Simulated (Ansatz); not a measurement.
LiCuAuO2 under changes of volume

One of the cells (13.685 Å³/atom); the others are scaled copies at fixed shape and fractional positions:

```
Au Cu O Li
1.0
     2.83519   -1.65590    0.00000
     2.83519    1.65590    0.00000
    -2.03778    0.00000    7.28757
Au Cu O Li
1 1 2 1
Direct
  0.98375 0.98375 0.94830
  0.53811 0.53811 0.63867
  0.87808 0.87808 0.65117
  0.08049 0.08049 0.22148
  0.42581 0.42581 0.24872
```

The cell comes from a database or a generator and needn't be the stable form of this composition.

- Program: Ansatz 0.2.0
- Functional: PBE
- Potentials or basis: Ansatz PAW
- Cutoff: 420 eV (not typed: the program's choice for these potentials)
- k mesh: 9 × 9 × 4
- Occupations: fermi-dirac, width 0.05 eV
- Spin: no spin polarisation

```csv
volume (Å³/atom),energy over the lowest point (meV/atom),pressure (GPa),largest force (eV/Å)
12.864,14.57,6.5,0.401
13.138,?,?,?
13.412,1.06,1.7,0.090
13.685,0.00,-0.3,0.301
13.959,2.18,-2.1,0.492
14.233,7.25,-3.6,0.666
14.507,14.85,-5.1,0.823
```

Task: What does the run at 13.138 Å³/atom give?

Result: Energy over the lowest point 5.77 meV/atom; pressure 4.0 GPa; largest force 0.145 eV/Å.

Worked out: A Birch-Murnaghan fit of order 3 (a polynomial in V^(-2/3)) to the other rows has its minimum at 13.63 Å³/atom with B0 = V·E''(V) = 96 GPa and B' = 4.9 at fixed shape and positions, which overstates the stiffness. It gives 5.76 meV/atom at 13.138 Å³/atom, against the run's 5.77, and -dE/dV = 3.9 GPa, against 4.0.

Energies are extrapolated to zero smearing.

Caveats: an odd number of electrons without spin polarisation forces a metal; a magnetic or distorted state may lie lower; the run has no spin polarisation, though such a crystal can be magnetic.
